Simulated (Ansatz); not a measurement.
**CH₃Cl₂FO₂W: how energies converge with the basis set**

The task here is to estimate one member of a computed series from the others.

Program: Ansatz 0.2.0, Gaussian basis. Level of theory: one geometry, several basis sets. These are calculated values, not measurements.

Levels to be run: PBE0-D4/def2-SVP; ωB97M-V/def2-SVP; PBE0-D4/def2-QZVPP; ωB97M-V/def2-QZVPP; the functionals' def2-TZVPP values are taken from earlier runs.

## The relaxed structure

All runs share one geometry, relaxed beforehand with PBE0-D4 in a triple-zeta def2 set. W takes the def2 core potential; no spin-orbit term is included.

SMILES `C[O][W](=[O])([F])([Cl])[Cl]`, 10 atoms, charge 0, spin multiplicity 1.

Atoms are counted from 1 here; the program's logs count them from 0.

Bond lengths: C1–O2 1.398 Å, C1–H8 1.095 Å, C1–H9 1.095 Å, C1–H10 1.090 Å, O2–W3 1.840 Å, W3–O4 1.677 Å, W3–F5 1.864 Å, W3–Cl6 2.303 Å, W3–Cl7 2.303 Å. Angles: O2–C1–H8 109.4°, O2–C1–H9 109.4°, O2–C1–H10 108.9°, H8–C1–H9 109.4°, H8–C1–H10 109.8°, H9–C1–H10 109.8°, C1–O2–W3 142.4°, O2–W3–O4 100.7°, O2–W3–F5 157.9°, O2–W3–Cl6 87.8°, O2–W3–Cl7 87.8°, O4–W3–F5 101.5°, O4–W3–Cl6 110.2°, O4–W3–Cl7 110.2°, F5–W3–Cl6 84.6°, F5–W3–Cl7 84.6°, Cl6–W3–Cl7 139.5°.

Set-up of the first run:

in.yaml reads:

```yaml
crystal:
  periodic: [false, false, false]
  atoms:
    - {symbol: C, position_ang: [0.532897, -1.616782, 0.333144]}
    - {symbol: O, position_ang: [-0.335119, -0.644245, -0.170921]}
    - {symbol: W, position_ang: [-0.545815, 1.175976, -0.336851]}
    - {symbol: O, position_ang: [-2.012768, 1.245711, -1.146153]}
    - {symbol: F, position_ang: [-0.133364, 2.984899, -0.159826]}
    - {symbol: Cl, position_ang: [-0.889451, 1.253613, 1.939376]}
    - {symbol: Cl, position_ang: [1.193669, 1.150067, -1.846523]}
    - {symbol: H, position_ang: [1.509438, -1.519578, -0.152060]}
    - {symbol: H, position_ang: [0.648179, -1.477374, 1.412852]}
    - {symbol: H, position_ang: [0.115332, -2.603385, 0.129962]}
basis:
  gaussian: {orbitals: def2-SVP}
hamiltonian: {xc: pbe0, dispersion: d4}
output: {orbitals: {seedname: orbitals}}
```

The run is started by

```console
ansatz run in.yaml --threads 4 --pin off --events-out ev --progress --plain --max-ram 11315MiB
```

Among the steps run: PBE0-D4 in def2-SVP; ωB97M-V in def2-SVP; PBE0-D4 in def2-QZVPP; ωB97M-V in def2-QZVPP.

One table of the session follows, with a row left open; its other results are not shown here.

It belongs to the step «Density functionals: the series». 

| functional | basis | HOMO (eV) | LUMO (eV) |
| --- | --- | --- | --- |
| PBE0-D4 | def2-SVP | ? | ? |
| PBE0-D4 | def2-TZVPP | -9.12 | -3.51 |
| PBE0-D4 | def2-QZVPP | -9.13 | -3.54 |
| ωB97M-V | def2-SVP | -11.34 | -1.47 |
| ωB97M-V | def2-TZVPP | -11.38 | -1.41 |
| ωB97M-V | def2-QZVPP | -11.40 | -1.44 |

Estimate the missing values for PBE0-D4, def2-SVP.

**Answer.** HOMO (eV): -9.11; LUMO (eV): -3.60. In the column «HOMO (eV)» it is the highest.
